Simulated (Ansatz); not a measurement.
# MnO (Manganosite): the cost of one run

Computed with Ansatz 0.2.0, driven from Python. The levels of theory stand in the script.

### 1 The structure

Symmetry: Fm-3m, No. 225, cubic system. Conventional cell: a = 4.446 Å, b = 4.446 Å, c = 4.446 Å, α = 90.00°, β = 90.00°, γ = 90.00°. Mn (site symmetry m-3m) is surrounded by 6 O at 2.22 Å. Around O (site symmetry m-3m) lie 6 Mn at 2.22 Å.

No structure file is read: the coordinates are typed or built in the script.

### 2 The code

Input file xc_mno.py:

```python
# -*- coding: utf-8 -*-
"""Functional comparison for MnO (totals differ with the potentials too)."""

import warnings

import ansatz as az
import pandas as pd

warnings.simplefilter("ignore", az.DeckWarning)

system = (
    az.Lattice.of((0.0, 2.223, 2.223), (2.223, 0.0, 2.223), (2.223, 2.223, 0.0))
    .atom("Mn", (0.0, 0.0, 0.0))
    .atom("O", (0.5, 0.5, 0.5))
    .moments(Mn=4)
)

calc = (
    system.calculation()
    .pseudopotentials("paw")
    .kpoints(12, 12, 12)
    .occupations("fermi_dirac", width=0.1)
    .spin("collinear")
    .stress()
)

rows = []
for value in ["pbesol", "lda", "rpbe", "pbe", "blyp"]:
    summary = calc.functional(value).run(threads=1, pin="off").report
    rows.append((value, summary["free_energy_ev"] / len(summary["lattice"]["sites"]), summary["n_iterations"], sum(summary["stress_gpa"][i][i] for i in range(3)) / 3, summary["magnetization_mub"], summary["n_kpoints"]))

table = pd.DataFrame(rows, columns=["functional", "F/atom (eV)", "iterations", "P (GPa)", "moment (muB)", "k-points"])
print(table.round(5).to_string(index=False))
```

### 3 The run

Started as:

```sh
$ python xc_mno.py
```

Q: Estimate wall time and peak memory on 1 thread of Arm Neoverse V1, shared host.

About 25 s, with a peak of 0.45 GiB.
